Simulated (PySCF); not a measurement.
# CHLuN (Lu(HCN)3+): the cost of one run

The runs use PySCF 2.14.0; several levels, as the steps say, no spin–orbit coupling.

3 further runs of the same task are left out: 1 for a known fault of the program, 2 that didn't finish.

## 1. The system as given

4 atoms, charge 3, spin multiplicity 1.

Bond lengths: Lu1–N2 2.150 Å, N2–C3 1.181 Å, C3–H4 1.127 Å. Angles: Lu1–N2–C3 180.0°, N2–C3–H4 180.0°.

As a file:

| atom | x (Å) | y (Å) | z (Å) |
| --- | --- | --- | --- |
| Lu1 | 0.0000 | 0.0000 | -0.2110 |
| N2 | 0.0000 | 0.0000 | 1.9395 |
| C3 | 0.0000 | 0.0000 | 3.1205 |
| H4 | 0.0000 | 0.0000 | 4.2477 |

Formal oxidation states: Lu +3. Each metal's 14 4f electrons lie in its core potential, so multiplicities, spins and levels count the valence alone. An earlier session relaxed this geometry at BP86, Lu lcecp-1-SVP with ECP60, N def2-SVP, C def2-SVP, H def2-SVP (singlet, point group C∞v).

At BP86 on the finer grid: E = -132.034496 Eh, HOMO -26.17 eV, LUMO -21.03 eV, Mulliken charge on Lu1 +2.40 e, largest force component 0.003 eV/Å. 

Levels to run: wB97X; r2SCAN; PBE; revPBE; BP86, TZVP. Hardware: 2 threads of Arm Neoverse V2, shared host.

## 2. wB97X

Input file run.py (the lines that set the calculation):

```python
mol = gto.M(atom='''
Lu     0.00000     0.00000    -0.21098
N      0.00000     0.00000     1.93947
C      0.00000     0.00000     3.12054
H      0.00000     0.00000     4.24767''',
    basis={'Lu': 'lcecp-1-SVP', 'N': 'def2-SVP', 'C': 'def2-SVP', 'H': 'def2-SVP'},
    ecp={'Lu': 'lcecp-1-SVP'},
    charge=3, spin=0)
mf = dft.RKS(mol, xc='WB97X')
mf.grids.atom_grid = (75, 302)  # f atoms: unpruned, at least (60, 302)
mf = mf.density_fit()  # fitting sets: Lu AutoAux, N def2-universal-JKFIT, C def2-universal-JKFIT, H def2-universal-JKFIT
mf.conv_tol = 1e-08; mf.max_cycle = 55
mf.kernel(dm0)  # dm0: the density of the relaxed state
```

The run is started by

```bash
$ OMP_NUM_THREADS=2 python run.py
```

**Question.** How long does this run take on 2 threads of Arm Neoverse V2, shared host?

About 2 s.
